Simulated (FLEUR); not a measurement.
# TiPt3: equation of state with r2SCAN

Crystal: TiPt3.

```xyz
4
Lattice="3.8970 0.0000 0.0000 0.0000 3.8970 0.0000 0.0000 0.0000 3.8970" Properties=species:S:1:pos:R:3 pbc="T T T"
Pt    1.9485    1.9485    0.0000
Pt    1.9485    0.0000    1.9485
Pt    0.0000    1.9485    1.9485
Ti    0.0000    0.0000    0.0000
```

```yaml
Program: FLEUR MaX-R8.1 (later development tree)
Task: equation of state
Functional: r2SCAN
Potentials_or_basis: all-electron
Basis: FLAPW
Kmax: 4.19 1/bohr
k_mesh: 7 × 7 × 7
Occupations: fermi-dirac, width 0.05 eV
Spin: no spin polarisation
```

- Equilibrium volume: 15.08 Å³/atom
- Bulk modulus: 259 GPa

Energy against volume, from the lowest point:
| volume (Å³/atom) | energy (meV/atom) |
| --- | --- |
| 13.908 | 80.95 |
| 14.204 | 41.36 |
| 14.796 | 0.00 |
| 15.387 | 0.74 |
| 15.683 | 14.01 |

Caveat: the meta-GGA is that of a development version, with a GGA for the radial functions and cores and without core tails. Spin-orbit coupling is left out, which matters for the levels of Pt.
